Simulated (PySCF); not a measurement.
# C16H10: NMR shifts, electronic excitations, part 2 of 2

PySCF 2.14.0. Atoms count from 0. The steps go on from the part before.

### 6 Electronic excitations: TDDFT CAM-B3LYP/def2-SVPD

What the job is given:

```
{"job": {"kind": "uv", "xc": "CAM-B3LYP", "grid": 1, "kgrid": 1, "vcut": null, "nstates": 8, "ntriplets": 3, "tda": false, "delta": ["ip_vertical", "ea_vertical"], "pop": false, "basis": "def2-SVPD"}, "charge": 0, "multiplicity": 1}
C      0.445610    -1.710641    -0.253529
C     -0.399077    -0.671588    -0.026131
C      0.377760     0.550171     0.211016
C     -0.467090     1.589097     0.438436
C     -1.847894     1.082082     0.358418
C     -3.062600     1.734733     0.513452
C     -4.248791     0.997394     0.381655
C     -4.212919    -0.365830     0.100628
C     -2.989035    -1.034404    -0.057461
C     -1.812585    -0.314492     0.071100
C      1.791354     0.193206     0.113858
C      2.968210     0.912456     0.242390
C      4.192120     0.243882     0.084429
C      4.227681    -1.119347    -0.196571
C      3.041045    -1.855983    -0.328324
C      1.826284    -1.203350    -0.173418
H      0.183621    -2.749315    -0.461653
H     -0.205074     2.627760     0.646601
H     -3.098356     2.804553     0.733830
H     -5.211795     1.499369     0.501089
H     -5.147806    -0.922431     0.002040
H     -2.968995    -2.104361    -0.277546
H      2.948425     1.982406     0.462468
H      5.127097     0.800322     0.183081
H      5.190490    -1.621713    -0.315979
H      3.076539    -2.925815    -0.548664
```

Level: TDDFT CAM-B3LYP/def2-SVPD, vertical, gas phase, core orbitals frozen in the response.

Output:

```text
nearly dependent basis: matrix products in double precision
start: PBE on a coarse grid of 22490 points
cycle   1  E = -614.2668090263  dE =  2.392e+00  |g| = 6.229e-01  |ddm| = 4.379e+01
cycle   2  E = -614.1629992491  dE =  1.038e-01  |g| = 8.736e-01  |ddm| = 1.203e+01
cycle   3  E = -614.3797280330  dE = -2.167e-01  |g| = 1.636e-01  |ddm| = 6.844e+00
cycle   4  E = -614.3853655383  dE = -5.638e-03  |g| = 7.808e-02  |ddm| = 1.157e+00
cycle   5  E = -614.3867695634  dE = -1.404e-03  |g| = 2.834e-02  |ddm| = 4.878e-01
cycle   6  E = -614.3869432782  dE = -1.737e-04  |g| = 1.306e-02  |ddm| = 1.995e-01
cycle   7  E = -614.3869888059  dE = -4.553e-05  |g| = 5.978e-03  |ddm| = 7.361e-02
final grid: 99180 points
cycle   8  E = -614.9271010553  dE = -1.180e-02  |g| = 3.183e-02  |ddm| = 4.064e+00
cycle   9  E = -614.9276539854  dE = -5.529e-04  |g| = 2.026e-02  |ddm| = 5.707e-01
cycle  10  E = -614.9277714325  dE = -1.174e-04  |g| = 1.165e-02  |ddm| = 1.992e-01
cycle  11  E = -614.9278197218  dE = -4.829e-05  |g| = 4.138e-03  |ddm| = 9.104e-02
cycle  12  E = -614.9278274074  dE = -7.686e-06  |g| = 1.412e-03  |ddm| = 2.555e-02
cycle  13  E = -614.9278287238  dE = -1.316e-06  |g| = 6.188e-04  |ddm| = 1.280e-02
cycle  14  E = -614.9278291790  dE = -4.553e-07  |g| = 2.876e-04  |ddm| = 5.750e-03
cycle  15  E = -614.9278292504  dE = -7.140e-08  |g| = 1.128e-04  |ddm| = 2.362e-03
cycle  16  E = -614.9278292623  dE = -1.186e-08  |g| = 4.894e-05  |ddm| = 9.681e-04
converged SCF energy = -614.9278292623
Vertical ionisation energy (delta-SCF) = 7.5039 eV   <S^2> = 0.770
Vertical electron affinity (delta-SCF) = 1.1646 eV   <S^2> = 0.764

Static polarisability (au): isotropic 205.653, principal 91.615 180.581 344.763

Singlet excitations
state   eV       nm        f      main configurations
  1   2.5416    487.8   0.00000   H->L 0.98
  2   3.4046    364.2   0.26284   H-1->L 0.90
  3   4.5530    272.3   0.00000   H-2->L 0.67, H->L+2 0.17, H-1->L+1 0.08
  4   4.6551    266.3   0.17120   H-3->L 0.57, H->L+1 0.28
  5   5.0007    247.9   1.22840   H->L+1 0.55, H-3->L 0.32, H-1->L 0.08
  6   5.2539    236.0   0.00000   H-1->L+1 0.83, H-2->L 0.12
  7   5.6121    220.9   0.05708   H-4->L 0.59, H->L+4 0.18, H-1->L+2 0.09
  8   5.7527    215.5   0.00000   H->L+2 0.56, H-2->L 0.19, H-1->L+4 0.12

Triplet excitations (Tamm-Dancoff, eV): 1.9028 2.1253 3.5853
```

Wall time 1.9 min (2 threads of AMD EPYC 9B45, shared host); peak memory 1.6 GiB.

Frontier orbitals and where they lie:

```csv
orbital,eV,atoms
HOMO−4,-9.78,"C3 12 %, C0 12 %, C4 8 %"
HOMO−3,-8.94,"C6 13 %, C13 13 %, C9 11 %"
HOMO−2,-8.86,"C11 12 %, C8 12 %, C14 11 %"
HOMO−1,-7.41,"C0 11 %, C3 11 %, C1 9 %"
HOMO,-7.05,"C9 9 %, C10 9 %, C4 8 %"
LUMO,-1.58,"C3 15 %, C0 15 %, C1 8 %"
LUMO+1,0.21,"C8 10 %, C11 10 %, C5 10 %"
LUMO+2,1.09,"C11 10 %, C8 10 %, C14 10 %"
LUMO+3,1.46,"C0 8 %, C3 7 %, C8 6 %"
```

With each of the 8 states as a Gaussian band of 0.4 eV half-width at 1/e, the curve within the window shown has maxima at 364 nm (ε 11,000), 249 nm (ε 53,000) L/(mol cm). Beyond the last state computed it falls off for lack of states. The curve at chosen wavelengths:

(nm, ε (L/mol/cm)): (205, 736), (222, 8057), (240, 43636), (257, 47023), (274, 18546), (292, 4035), (309, 1688), (326, 3989), (344, 8270), (361, 10578), (378, 9679), (396, 6692), (413, 3888), (430, 1961), (447, 891), (465, 356), (482, 141), (499, 54), (517, 19), (534, 7), (551, 3), (569, 1), (586, 0), (603, 0), (621, 0), (638, 0)

Leading natural transition orbitals of singlet state 5: the hole lies on 4 C atoms about 9 % each; 4 C atoms about 8 % each; the particle on 4 C atoms about 10 % each.

Leading natural transition orbitals of singlet state 1: the hole lies on 6 C atoms about 10 % each; the particle on C0, C3 about 16 % each; C1, C2 about 8 % each.

Further results of this job:

```csv
property,computed
dipole moment (D),0.00
polarisability (Å³),30.47
HOMO–LUMO gap (eV),5.47
−ε(HOMO) (eV),7.05
```

The fields below are evaluated on a grid from the run's orbitals.

Frontier orbitals at CAM-B3LYP/def2-SVPD, with the share of their density that lies nearest to each atom:

```csv
orbital,energy (eV),lies on
HOMO,-7.05,8 C atoms about 9 % each
LUMO,-1.58,"C0, C3 about 15 % each; C1, C2 about 8 % each"
```

ELF in a plane through or near 26 of the atoms.

Ten even steps from ' ' (0.00) to '@' (1.00):
```
                                                        
                                                        
                            ..::                        
                ==%%++    ::%%@@--    ++++              
                @@@@@@    **@@@@**  ::@@@@++            
      ..%%@@++  @@@@@@..  ++@@@@++  ==@@@@==            
      ==@@@@@@--**%%++    --++::**::==##%%  ..==::      
      ..%%@@%%****==%%==**####::@@--%%++++==%%@@@@..    
        ::**==..####**==%%**##++**##%%==@@==@@@@@@..    
          --%%##..--::--##--**..####--..++**%%@@%%      
      %%@@%%**++..--####..##::##--::--..##%%::..        
    ::@@@@@@==%%==%%%%++==##==%%==++**##::--**..        
    ..@@@@%%====**%%--@@::##****==%%==++**%%@@%%..      
      ::==..  %%%%==::**--++--    ++##++--@@@@@@==      
            ==@@@@==  ++@@@@==    @@@@@@  ++@@%%        
            ++@@@@--  ##@@@@**  ..@@@@@@    ..          
              ++++    --@@%%::    ++##==                
                        ::..                            
                                                        
                                                        
```
The map spans 16.0 Å across and 10.6 Å up, centred on the molecule. Atoms in the plane (x, y in Å): C0 (-0.7, -1.6), C1 (0.3, -0.7), C2 (-0.3, 0.7), C3 (0.7, 1.6), C4 (2.0, 0.9), C5 (3.3, 1.4), C6 (4.4, 0.4), C7 (4.1, -0.9), C8 (2.8, -1.4), C9 (1.7, -0.5), C10 (-1.7, 0.5), C11 (-2.8, 1.4), C12 (-4.1, 0.9), C13 (-4.4, -0.4), C14 (-3.3, -1.4), C15 (-2.0, -0.9), H16 (-0.6, -2.7), H17 (0.6, 2.7), H18 (3.5, 2.4), H19 (5.4, 0.8), H20 (4.9, -1.6), H21 (2.6, -2.5), H22 (-2.6, 2.5), H23 (-4.9, 1.6), H24 (-5.4, -0.8), H25 (-3.5, -2.4).

On the surface of density 0.002 e/bohr³ the electrostatic potential runs, from the 1st to the 99th percentile, from -0.64 V near C12 to 1.01 V near H16.

### 7 Electronic excitations: TDA PBE0/def2-TZVP

Settings changed since step 6:

```diff
@@ -1,2 +1,2 @@
-{"job": {"kind": "uv", "xc": "CAM-B3LYP", "grid": 1, "kgrid": 1, "vcut": null, "nstates": 8, "ntriplets": 3, "tda": false, "delta": ["ip_vertical", "ea_vertical"], "pop": false, "basis": "def2-SVPD"}, "charge": 0, "multiplicity": 1}
+{"job": {"kind": "uv", "xc": "PBE0", "grid": 1, "kgrid": 1, "vcut": 2.5, "nstates": 6, "ntriplets": 3, "tda": true, "delta": [], "pop": false, "basis": "def2-TZVP"}, "charge": 0, "multiplicity": 1}
 C      0.445610    -1.710641    -0.253529
```

Level: TDA PBE0/def2-TZVP, vertical, gas phase, core orbitals frozen in the response, virtual orbitals cut by energy.

Output:

```text
nearly dependent basis: matrix products in double precision
start: PBE on a coarse grid of 22490 points
cycle   1  E = -615.0352656348  dE =  2.522e+00  |g| = 7.166e-01  |ddm| = 5.402e+00
cycle   2  E = -614.8967313824  dE =  1.385e-01  |g| = 1.005e+00  |ddm| = 2.291e+00
cycle   3  E = -615.1714630104  dE = -2.747e-01  |g| = 1.866e-01  |ddm| = 1.558e+00
cycle   4  E = -615.1775807184  dE = -6.118e-03  |g| = 1.081e-01  |ddm| = 2.409e-01
cycle   5  E = -615.1802049561  dE = -2.624e-03  |g| = 3.749e-02  |ddm| = 1.034e-01
cycle   6  E = -615.1804983659  dE = -2.934e-04  |g| = 1.679e-02  |ddm| = 4.462e-02
cycle   7  E = -615.1805743833  dE = -7.602e-05  |g| = 6.805e-03  |ddm| = 2.029e-02
final grid: 99180 points
cycle   8  E = -615.1825564491  dE = -1.005e-02  |g| = 4.395e-02  |ddm| = 6.942e-01
cycle   9  E = -615.1824279140  dE =  1.285e-04  |g| = 4.616e-02  |ddm| = 1.249e-01
cycle  10  E = -615.1829414569  dE = -5.135e-04  |g| = 2.007e-02  |ddm| = 5.717e-02
cycle  11  E = -615.1830527187  dE = -1.113e-04  |g| = 4.171e-03  |ddm| = 1.828e-02
cycle  12  E = -615.1830568765  dE = -4.158e-06  |g| = 1.486e-03  |ddm| = 5.005e-03
cycle  13  E = -615.1830573789  dE = -5.024e-07  |g| = 5.971e-04  |ddm| = 1.860e-03
cycle  14  E = -615.1830574799  dE = -1.010e-07  |g| = 1.784e-04  |ddm| = 7.954e-04
cycle  15  E = -615.1830574895  dE = -9.584e-09  |g| = 7.371e-05  |ddm| = 2.474e-04
converged SCF energy = -615.1830574895

Static polarisability (au): isotropic 208.669, principal 87.099 180.370 358.539

Singlet excitations
state   eV       nm        f      main configurations
  1   2.3894    518.9   0.00000   H->L 0.99
  2   3.2921    376.6   0.21897   H-1->L 0.80, H->L+1 0.17
  3   4.2342    292.8   0.00000   H-2->L 0.78, H->L+2 0.15
  4   4.3071    287.9   0.04552   H-3->L 0.86, H->L+1 0.09
  5   4.8219    257.1   0.00000   H-1->L+1 0.88
  6   4.9442    250.8   1.80125   H->L+1 0.67, H-1->L 0.13

Triplet excitations (Tamm-Dancoff, eV): 1.7724 2.0320 3.4249
```

Wall time 39 s (2 threads of AMD EPYC 9B45, shared host); peak memory 1.6 GiB.

### 8 Results

This closing draws on all 2 parts.

| quantity | value |
| --- | --- |
| point group | C2h |
| rotational constants (main isotopes) | 1.93, 0.31, 0.27 GHz |
| 13C shifts against TMS (PBE0/pcSseg-2, means over atoms taken as alike) | 162.0, 161.2, 146.6, 139.3, 137.7, 137.1, 132.2, 131.3 ppm |
| 1H shifts against TMS (PBE0/pcSseg-2, means over atoms taken as alike) | 7.03, 6.91, 6.90, 6.83, 6.37 ppm |
| lowest singlet (CAM-B3LYP/def2-SVPD) | 2.54 eV (488 nm), f = 0.000 |
| brightest single state of those computed | state 5, 5.00 eV, f = 1.228 |
| lowest triplet | 1.90 eV |
| vertical electron affinity (ΔSCF) | 1.16 eV |
| surface potential, 1st and 99th percentile | -0.64 V and 1.01 V |

What this shows: Over 4 steps the energy fell by 0.078 eV; of the close pairs, C3–H17 changed most, 1.076 to 1.091 Å. No frequency check was run at this level, so the end point may be a saddle. NICS(1)zz of 27 ppm above the planar ring from C0 marks a paratropic (antiaromatic) ring current. The lowest singlet, at 2.54 eV, is HOMO→LUMO 0.98 and is dark; of the 8 states computed, the strongest absorption comes from state 5 at 5.00 eV. The lowest triplet lies 0.64 eV below the lowest singlet (triplets in Tamm-Dancoff, singlets in full TDDFT). By nearest atom (CAM-B3LYP/def2-SVPD), the HOMO sits on 8 C atoms about 9 % each and the LUMO on C0, C3 about 15 % each; C1, C2 about 8 % each.
